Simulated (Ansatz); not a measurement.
# GeHOSi: the cost of one run

Program: Ansatz 0.2.0, Gaussian basis. Level of theory: cc-pVDZ, all electrons in the functionals, frozen cores in the correlation of double hybrids and RPA. These are calculated values, not measurements.

The runs, in order: wB97M-V, B2PLYP, RPA-PBE, at charge 0, doublet; charge 0, quartet; charge 1, singlet; charge 1, triplet; displaced geometry v1; displaced geometry v2.

20 further runs of the same task are left out: 8 that didn't finish, 12 set aside as unsound or not needed. Runs told in other sessions of the task aren't counted.

## (1) What is computed

The geometry is a PBE0/def2-TZVP stationary point (not a proven minimum). No spin-orbit coupling is included. The filled d shell of Ge may be among the frozen orbitals whatever the setting's name suggests.

4 atoms, charge 0, spin multiplicity 2.

Atoms are counted from 1 here; the program's logs count them from 0.

Bond lengths: O1–Ge2 2.096 Å, O1–Si3 1.804 Å, O1–H4 0.961 Å, Ge2–Si3 2.348 Å. Angles: Ge2–O1–Si3 73.6°, Ge2–O1–H4 126.9°, Si3–O1–H4 121.7°, O1–Ge2–Si3 47.5°, O1–Si3–Ge2 58.9°.

No dispersion term is added; wB97M-V holds VV10 nonlocal correlation.

The geometry shown and the zero of energy belong to the point charge 0, doublet. The yardstick, UCCSDT(Q), and other wave-function levels (R restricted, U unrestricted, valence and pair active spaces) come from earlier runs.

## (2) wB97M-V, charge 0, doublet

in.yaml reads:

```yaml
crystal:
  periodic: [false, false, false]
  atoms:
    - {symbol: O, position_ang: [0.093715, -1.138331, 0.921655]}
    - {symbol: Ge, position_ang: [-0.008184, 0.055836, -0.797363]}
    - {symbol: Si, position_ang: [-0.012828, 0.568824, 1.494196]}
    - {symbol: H, position_ang: [-0.540319, -1.804678, 1.199745]}
basis:
  gaussian: {orbitals: cc-pVDZ}
magnetization: {spin_polarized: true, initial_magnetization: 1}
hamiltonian: {xc: {name: wB97M-V}}
output: {forces: true, orbitals: {seedname: orbitals}}
```

Started as:

```sh
> ansatz run in.yaml --threads 1 --pin off --events-out ev --progress --plain --max-ram 2393MiB
```

**Question.** How long does this run take on 1 thread of Arm Neoverse V1, shared host, and how much memory does it need?

About 31 s, with a peak of 0.29 GiB.
